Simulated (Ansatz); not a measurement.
# CH₄INOSi: up Jacob's ladder to CCSD(T)

How much do the methods differ for CH₄INOSi? The plan is to run it at one geometry with functionals of several rungs and with coupled cluster. The yardstick is the atomisation energy at the CCSD(T) limit.

Method: functionals in def2-TZVPP, the program's frozen cores in correlated methods; program: Ansatz 0.2.0, Gaussian basis.

The runs, in order: LDA (SPW92), PBE-D4, revPBE-D4, BLYP-D4, r2SCAN-D4, B97M-V, PBE0-D4, B3LYP-D4, r2SCANh-D4, r2SCAN0-D4, HSE06-D4, BHLYP-D4, CAM-B3LYP-D4, LC-ωPBE, ωB97X-V, ωB97M-V, B2PLYP, PBE-QIDH; CCSD(T)/def2-SVP; CCSD(T)/def2-TZVPP; MP2/def2-QZVPP; extrapolation to the limit; RPA on PBE.

**1. The geometry**

The geometry comes from an earlier relaxation with PBE0-D4 in a triple-zeta def2 set; it is a stationary point, not always the lowest conformer. I takes the def2 core potential; no spin-orbit term is included.

SMILES `N[Si]1(I)CO1`, 9 atoms, charge 0, spin multiplicity 1.

Atoms are counted from 1 here; the program's logs count them from 0.

Bond lengths: N1–Si2 1.681 Å, N1–H6 1.006 Å, N1–H7 1.004 Å, Si2–I3 2.419 Å, Si2–C4 1.795 Å, Si2–O5 1.637 Å, C4–O5 1.511 Å, C4–H8 1.088 Å, C4–H9 1.088 Å. Angles: Si2–N1–H6 122.7°, Si2–N1–H7 122.9°, H6–N1–H7 114.3°, N1–Si2–I3 107.7°, N1–Si2–C4 128.3°, N1–Si2–O5 118.7°, I3–Si2–C4 120.3°, I3–Si2–O5 119.4°, C4–Si2–O5 52.0°, Si2–C4–O5 58.6°, Si2–C4–H8 122.8°, Si2–C4–H9 122.6°, O5–C4–H8 111.6°, O5–C4–H9 112.2°, H8–C4–H9 113.1°, Si2–O5–C4 69.4°.

**2. LDA**

This LDA is Slater exchange with PW92 correlation.

in.yaml reads:

```yaml
crystal:
  periodic: [false, false, false]
  atoms:
    - {symbol: N, position_ang: [0.536097, 0.827564, -1.348184]}
    - {symbol: Si, position_ang: [0.093266, -0.343603, -0.226429]}
    - {symbol: I, position_ang: [1.122679, -2.428030, -0.896127]}
    - {symbol: C, position_ang: [-0.466751, -0.110227, 1.463236]}
    - {symbol: O, position_ang: [-1.443754, -0.350670, 0.335869]}
    - {symbol: H, position_ang: [0.109118, 1.737783, -1.381867]}
    - {symbol: H, position_ang: [1.217179, 0.663227, -2.067554]}
    - {symbol: H, position_ang: [-0.602692, 0.873101, 1.909469]}
    - {symbol: H, position_ang: [-0.476642, -0.915444, 2.194488]}
basis:
  gaussian: {orbitals: def2-TZVPP}
hamiltonian: {xc: lda}
output: {orbitals: {seedname: orbitals}}
```

Command:

```console
$ ansatz run in.yaml --threads 4 --pin off --events-out ev --progress --plain --max-ram 10444MiB
```

The runs that follow: PBE-D4 (GGA); revPBE-D4 (GGA); BLYP-D4 (GGA); r2SCAN-D4 (meta-GGA); B97M-V (meta-GGA); PBE0-D4 (hybrid); B3LYP-D4 (hybrid); r2SCANh-D4 (hybrid); r2SCAN0-D4 (hybrid); HSE06-D4 (hybrid); BHLYP-D4 (hybrid); CAM-B3LYP-D4 (range-separated); LC-ωPBE (range-separated); ωB97X-V (range-separated); ωB97M-V (range-separated); B2PLYP (double hybrid); PBE-QIDH (double hybrid); CCSD(T) in def2-SVP; CCSD(T) in def2-TZVPP; MP2 in def2-QZVPP; RPA on PBE orbitals.

Before running them: what should the planned runs give, taken together? Wanted: atomisation energy, CCSD(T)/CBS; farthest beyond LDA; mean size of error, GGA; mean size of error, meta-GGA; mean size of error, hybrid; mean size of error, range-separated; mean size of error, double hybrid; gap, smallest and largest; T1 diagnostic.

**Answer**, as computed:

| quantity | value |
| --- | --- |
| atomisation energy, CCSD(T)/CBS | 33.725 eV |
| functionals within 0.337 eV (1.0 %) | revPBE-D4, BLYP-D4, r2SCAN-D4, B97M-V, PBE0-D4, B3LYP-D4, HSE06-D4, CAM-B3LYP-D4, LC-ωPBE, ωB97X-V, ωB97M-V |
| farthest beyond LDA | BHLYP-D4 (-1.543 eV) |
| mean size of error, GGA | 0.378 eV |
| mean size of error, meta-GGA | 0.096 eV |
| mean size of error, hybrid | 0.532 eV |
| mean size of error, range-separated | 0.121 eV |
| mean size of error, double hybrid | 0.523 eV |
| gap, smallest and largest | 4.58 eV (LDA (SPW92)), 11.74 eV (LC-ωPBE) |
| T1 diagnostic | 0.0109 |
| triples share of the correlation energy | 3.4 % |

What this shows: The LDA atomisation energy is off by 5.403 eV (16 %): it overbinds. PBE-D4 is off by +0.773 eV. Double hybrids carry the basis error of their MP2 part in triple zeta, and no dispersion term here, so their miss is partly the set-up's. The rungs meta-GGA, range-separated miss on average by less than the doubt on the reference (0.337 eV), so they tie. Misses under about 0.337 eV are within the doubt on the reference itself, which lacks core-valence correlation, spin-orbit coupling and higher excitations, and its outer-core shells are covered unevenly. All levels share the lack of spin-orbit coupling, which lowers the free heavy atoms and so the true binding. Hartree-Fock recovers 67 % of the binding; the rest is correlation. CCSD(T) in def2-SVP is off by -3.218 eV, worse than the median functional, from the basis alone. Orbital gaps span 4.6 to 11.7 eV; exact exchange widens them. Correlated methods include outer-core shells of I, which these sets cover unevenly.
